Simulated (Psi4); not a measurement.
**PBE0/def2-QZVPD (density fitting, core potential, sweep point 6) run of CH2FNOSn (SMILES O=C=[N][SnH2][F])**

Aim: the vertical ionisation energy of CH2FNOSn at PBE0/def2-QZVPD (density fitting, core potential, sweep point 6), from 2 runs. 

The results are computed with Psi4 1.11.

**1. The molecule**

The species is CH2FNOSn (7 atoms), meant as a singlet with charge 0. As SMILES, `O=C=[N][SnH2][F]`. The coordinates come from a PBE0-D4/def2-TZVP relaxation. This is one conformer, not always the lowest.

Bond lengths: O1–C2 1.165 Å, C2–N3 1.203 Å, N3–Sn4 2.002 Å, Sn4–F5 1.915 Å, Sn4–H6 1.690 Å, Sn4–H7 1.694 Å. Angles: O1–C2–N3 176.3°, C2–N3–Sn4 138.7°, N3–Sn4–F5 104.6°, N3–Sn4–H6 107.3°, N3–Sn4–H7 109.3°, F5–Sn4–H6 107.1°, F5–Sn4–H7 106.4°, H6–Sn4–H7 120.9°.

**2. The energy at PBE0/def2-QZVPD (density fitting, core potential, sweep point 6)**

The input, job.inp:

```
memory 1600 mb

molecule molecule1 {
  0 1
  O     -0.221700    -2.869300    -0.931600
  C     -0.121500    -1.906800    -0.283800
  N     -0.020900    -0.958200     0.449400
  Sn     0.157400     1.031600     0.318500
  F     -0.877100     1.510000    -1.220100
  H     -0.618600     1.696100     1.665200
  H      1.763800     1.428500    -0.043200
  symmetry c1
}

set {
  basis def2-QZVPD
  reference rks
  puream true
  scf_type df
  dft_radial_points 99
  dft_spherical_points 590
}

energy_value, wavefunction = energy("pbe0", return_wfn=True)
```

Started as:

```
psi4 job.inp job.out -n 1
```

job.out (excerpt; [...] marks lines left out):

```text
[...]
    !!!  WARNING: ECP capability is in beta. Please check occupations closely.  !!!
[...]
  Running in c1 symmetry.
[...]
  Nuclear repulsion =  244.264027025863868
[...]
  Multiplicity = 1
[...]
  Nalpha       = 27
  Nbeta        = 27
[...]
    Number of basis functions: 412
[...]
   @DF-RKS iter   1:  -482.83234449889039   -1.25002e+00   2.73750e-03 DIIS/ADIIS
[...]
   @DF-RKS iter   9:  -483.32631113893052   -3.15378e-07   5.53512e-07 DIIS
[...]
    Orbital Energies [Eh]
    ---------------------
    Doubly Occupied:
       1A    -24.732990     2A    -19.253159     3A    -14.404673
       4A    -10.359325     5A     -5.195168     6A     -3.529737
       7A     -3.528450     8A     -3.526019     9A     -1.189030
      10A     -1.139636    11A     -1.101145    12A     -1.094138
      13A     -1.092096    14A     -1.090931    15A     -1.074291
      16A     -0.954243    17A     -0.606870    18A     -0.530735
      19A     -0.485130    20A     -0.483781    21A     -0.477244
      22A     -0.429061    23A     -0.427964    24A     -0.405484
      25A     -0.375651    26A     -0.329814    27A     -0.318648
[...]
  @DF-RKS Final Energy:  -483.32631113893052
   => Energetics <=
    Nuclear Repulsion Energy =            244.2640270258638679
    One-Electron Energy =               -1232.0301800509034820
    Two-Electron Energy =                 542.4256853727127918
    DFT Exchange-Correlation Energy =     -37.9858434866037484
    Empirical Dispersion Energy =           0.0000000000000000
    VV10 Nonlocal Energy =                  0.0000000000000000
    Total Energy =                       -483.3263111389305209
[...]
 Multipole Moments:
 ------------------------------------------------------------------------------------
     Multipole            Electronic (a.u.)      Nuclear  (a.u.)        Total (a.u.)
 ------------------------------------------------------------------------------------
 L = 1.  Multiply by 2.5417464519 to convert [e a0] to [Debye]
 Dipole X            :         10.8255260          -10.1364925            0.6890335
 Dipole Y            :         45.0662132          -44.1110157            0.9551976
 Dipole Z            :         19.3790007          -18.3843947            0.9946060
 Magnitude           :                                                    1.5415611
[...]
```

Run time: 2.3 min. Hardware: 1 thread of Intel Xeon Platinum 8259CL at 2.50GHz (Skylake/Cascade Lake), shared host; peak memory 1.4 GiB.

**3. The doublet cation at the same level**

The input, calc.inp:

```
memory 1600 MB

molecule mol {
  1 2
  O     -0.221700    -2.869300    -0.931600
  C     -0.121500    -1.906800    -0.283800
  N     -0.020900    -0.958200     0.449400
  Sn     0.157400     1.031600     0.318500
  F     -0.877100     1.510000    -1.220100
  H     -0.618600     1.696100     1.665200
  H      1.763800     1.428500    -0.043200
  symmetry c1
}

set basis def2-QZVPD
set reference uks
set puream true
set scf_type df
set dft_radial_points 99
set dft_spherical_points 590
set maxiter 100

result, w = energy("pbe0", return_wfn=True)
```

Started as:

```
psi4 calc.inp calc.out -n 1
```

calc.out (excerpt; [...] marks lines left out):

```text
[...]
    !!!  WARNING: ECP capability is in beta. Please check occupations closely.  !!!
[...]
  Running in c1 symmetry.
[...]
  Nuclear repulsion =  244.264027025863868
[...]
  Multiplicity = 2
[...]
  Nalpha       = 27
  Nbeta        = 26
[...]
    Number of basis functions: 412
[...]
   @DF-UKS iter   1:  -482.47692914864928   -8.94608e-01   2.53620e-03 DIIS/ADIIS
[...]
   @DF-UKS iter  13:  -482.92869156161430   -3.82567e-07   6.63817e-07 DIIS
[...]
   @S^2 Observed:                7.698565196E-01
[...]
    Orbital Energies [Eh]
    ---------------------
    Alpha Occupied:
       1A    -24.913848     2A    -19.557979     3A    -14.715493
       4A    -10.629842     5A     -5.402630     6A     -3.738575
       7A     -3.734527     8A     -3.733100     9A     -1.424923
      10A     -1.372857    11A     -1.316390    12A     -1.302517
      13A     -1.299425    14A     -1.296676    15A     -1.275046
      16A     -1.247492    17A     -0.854394    18A     -0.795680
      19A     -0.772849    20A     -0.749832    21A     -0.702643
      22A     -0.645914    23A     -0.620135    24A     -0.606624
      25A     -0.599025    26A     -0.583213    27A     -0.561936
    Alpha Virtual:
[...]
  @DF-UKS Final Energy:  -482.92869156161430
   => Energetics <=
    Nuclear Repulsion Energy =            244.2640270258638679
    One-Electron Energy =               -1219.6265137578930080
    Two-Electron Energy =                 530.1471746692513989
    DFT Exchange-Correlation Energy =     -37.7133794988365310
    Empirical Dispersion Energy =           0.0000000000000000
    VV10 Nonlocal Energy =                  0.0000000000000000
    Total Energy =                       -482.9286915616141869
[...]
 Multipole Moments:
 ------------------------------------------------------------------------------------
     Multipole            Electronic (a.u.)      Nuclear  (a.u.)        Total (a.u.)
 ------------------------------------------------------------------------------------
 L = 1.  Multiply by 2.5417464519 to convert [e a0] to [Debye]
 Dipole X            :         10.9014482          -10.1364925            0.7649557
 Dipole Y            :         43.0142380          -44.1110157           -1.0967776
 Dipole Z            :         19.2944203          -18.3843947            0.9100255
 Magnitude           :                                                    1.6174748
[...]
```

Run time: 4.5 min. Hardware: 1 thread of Intel Xeon Platinum 8259CL at 2.50GHz (Skylake/Cascade Lake), shared host; peak memory 1.4 GiB.

**4. What came out**

At PBE0/def2-QZVPD (density fitting, core potential, sweep point 6):

```
                                          quantity          value
                    singlet CH2FNOSn: total energy  -483.32631 Eh
                   singlet CH2FNOSn: dipole moment         3.92 D
                     singlet CH2FNOSn: HOMO energy       -8.67 eV
                     singlet CH2FNOSn: LUMO energy       -1.17 eV
                   singlet CH2FNOSn: HOMO–LUMO gap        7.50 eV
                      doublet cation: total energy  -482.92869 Eh
doublet cation: HOMO energy (highest over α and β)      -15.08 eV
 doublet cation: LUMO energy (lowest over α and β)      -12.94 eV
                              doublet cation: ⟨S²⟩          0.770
vertical ionisation energy (to the doublet cation)      10.820 eV
```

What this shows: Removing an electron at fixed nuclei costs 10.82 eV (250 kcal/mol). The negative HOMO energy of the first species, 8.67 eV, lies 2.15 eV below that difference.
